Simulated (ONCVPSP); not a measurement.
# Pseudopotential generation for silicon: ONCV, PBEsol

Task: generate the file, and judge it by its errors in other configurations, its logarithmic derivatives, its ghosts and its cutoff.

The numbers are computed with ONCVPSP 4.0.1.1 (patched build) (PBEsol, scalar-relativistic, spin-unpolarised reference atom).

## Step 1: Settings

Typed settings, in words:

- element: silicon (Si, Z = 14)
- type: optimised norm-conserving Vanderbilt (ONCV)
- frozen core: [Ne]
- valence charge: 4
- reference configuration: 3s2 3p2
- partial waves: 3s: rc 1.60 bohr, ncon 3, nbas 6, qcut 3.3 1/bohr, 2 projectors, debl 3.2 Ha; 3p: rc 1.80 bohr, ncon 4, nbas 7, qcut 5.2 1/bohr, 3 projectors, debl 0.9 Ha; d scattering state at 0.41 Ha: rc 1.50 bohr, ncon 4, nbas 7, qcut 6.4 1/bohr, local
- local potential: the d channel
- core correction: not asked for

The outer shells as boxes (Hund's rule for the drawing; the calculation is spin-unpolarised):

```
[Ne] core
3s [↑↓]
3p [↑ ][↑ ][  ]
```

## Step 2: Generation

Input file Si.dat:

```
# ATOM AND REFERENCE CONFIGURATION
# atsym  z   nc   nv     iexc    psfile
  Si 14.00    3    2  -116133      upf
#
#   n    l    f
    1    0    2.00
    2    0    2.00
    2    1    6.00
    3    0    2.00
    3    1    2.00
#
# PSEUDOPOTENTIAL AND OPTIMIZATION
# lmax
    2
#
#   l,   rc,      ep,       ncon, nbas, qcut
    0    1.60    0.00    3    6    3.30
    1    1.80    0.00    4    7    5.20
    2    1.50    0.41    4    7    6.40
#
# LOCAL POTENTIAL
# lloc, lpopt,  rc(5),   dvloc0
    2    5    1.50    0.00
#
# VANDERBILT-KLEINMAN-BYLANDER PROJECTORs
# l, nproj, debl
    0    2    3.20
    1    3    0.90
    2    0    2.10
#
# MODEL CORE CHARGE
# icmod, fcfact, rcfact
    0    0.00    0.00
#
# LOG DERIVATIVE ANALYSIS
# epsh1, epsh2, depsh
   -2.00    5.00    0.02
#
# OUTPUT GRID
# rlmax, drl
    6.00    0.01
#
# TEST CONFIGURATIONS
# ncnf
    4
# nvcnf
#   n    l    f
    2
    3    0    2.00
    3    1    1.00
#
    2
    3    0    2.00
    3    1    0.00
#
    2
    3    0    1.00
    3    1    0.00
#
    2
    3    0    0.00
    3    1    4.00
#
```

Run with:

```console
$ oncvpsp.x < Si.dat > Si.out
```

Q: Predict the outcome of this session. Wanted: cutoffs for 1 and 0.1 mHa per electron, occupied waves; bound ghosts; GHOST(+) flags; largest test error; largest phase difference near zero energy, channels read.

**Answer**, as computed:

```
                                                quantity                      value
  cutoffs for 1 and 0.1 mHa per electron, occupied waves            14 Ha and 33 Ha
                                            bound ghosts             p at -63.05 eV
                                          GHOST(+) flags  s at 111 eV, p at 1101 eV
                            largest test error (AE − PS)       +70 meV, for 3s1 3p0
largest phase difference near zero energy, channels read                  0.002 rad
```

A bound ghost (p) makes it unfit for use: electrons can fall into a state that the atom doesn't have. The worst unpolarised test, 3s1 3p0, is off by 70 meV on 57.6 eV; by total energies transferability rates as fair. That test lies far up in energy; among those under 40 eV, nearer to bonding, the largest error is 8.6 meV. The potential is soft on the atom at that tolerance: the looser tolerance needs 14 Ha. At the looser tolerance the 3s wave is the slowest; 3p needs 3 Ha. That counts occupied waves only; other projectors can need more. Near zero energy the phases of the channels with partial waves agree within 0.002 rad. The program also flags highly localised states, GHOST(+) (s, p). These are tests on the free atom; a crystal test is still owed.
